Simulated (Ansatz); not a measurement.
# C2H11NSSi2: the cost of one run

All numbers below are computed with Ansatz 0.2.0 (UKS r2SCAN-D4/STO-3G).

## (1) Starting point

Bond lengths (14 of 16 bonds, heavy atoms first): C1–Si2 1.821 Å, Si2–N3 1.696 Å, N3–C4 1.432 Å, C4–Si5 1.926 Å, Si5–S6 2.171 Å, C1–H7 1.053 Å, C1–H8 1.137 Å, C1–H9 1.132 Å, Si2–H10 1.454 Å, Si2–H11 1.477 Å, N3–H12 1.065 Å, C4–H13 1.030 Å, C4–H14 1.099 Å, Si5–H15 1.469 Å. Angles (14 of 28 angles, heavy atoms first): C1–Si2–N3 113.1°, Si2–N3–C4 132.8°, N3–C4–Si5 112.7°, C4–Si5–S6 107.8°, C1–Si2–H10 111.7°, C1–Si2–H11 107.4°, N3–Si2–H10 106.5°, N3–Si2–H11 107.4°, Si2–C1–H7 113.1°, Si2–C1–H8 107.9°, Si2–C1–H9 113.3°, Si2–N3–H12 110.2°, C4–N3–H12 110.0°, N3–C4–H13 116.3°.

Its coordinates follow in the input file.

## (2) End point A

input.yaml

```yaml
crystal:
  periodic: [false, false, false]
  atoms:
    - { symbol: C, position_ang: [-0.4427, -2.1209, 0.7644] }
    - { symbol: Si, position_ang: [0.8812, -1.6743, -0.4027] }
    - { symbol: "N", position_ang: [1.2794, -0.0268, -0.3564] }
    - { symbol: C, position_ang: [0.7763, 1.1149, -1.0583] }
    - { symbol: Si, position_ang: [-0.8502, 1.8032, -0.2907] }
    - { symbol: S, position_ang: [-0.5008, 2.1227, 1.8285] }
    - { symbol: H, position_ang: [-0.6672, -3.1494, 0.7616] }
    - { symbol: H, position_ang: [-1.3811, -1.5543, 0.4632] }
    - { symbol: H, position_ang: [-0.2475, -1.7652, 1.8215] }
    - { symbol: H, position_ang: [0.5099, -1.9709, -1.7766] }
    - { symbol: H, position_ang: [2.0875, -2.4307, -0.0111] }
    - { symbol: H, position_ang: [1.5796, 0.2521, 0.6261] }
    - { symbol: H, position_ang: [1.3997, 1.9332, -1.1059] }
    - { symbol: H, position_ang: [0.4763, 0.8467, -2.0814] }
    - { symbol: H, position_ang: [-1.225, 3.0996, -0.8721] }
    - { symbol: H, position_ang: [-1.988, 0.9039, -0.3849] }
    - { symbol: H, position_ang: [-1.7066, 2.6158, 2.1149] }
magnetization:
  spin_polarized: true
basis:
  gaussian: { orbitals: STO-3G }
hamiltonian:
  xc: r2scan
  dispersion: d4
relax:
  f_tol: 0.02
  max_steps: 50
```

Launch:

```bash
ansatz run input.yaml --threads 1 --pin off --max-ram 2048MiB --backend cpu --events-out ev --progress --plain --runs-dir out
```

Q: Estimate wall time and peak memory on 1 thread of Intel Xeon Platinum 8488C (Sapphire Rapids), shared host.

About 5.6 min, with a peak of 0.28 GiB.
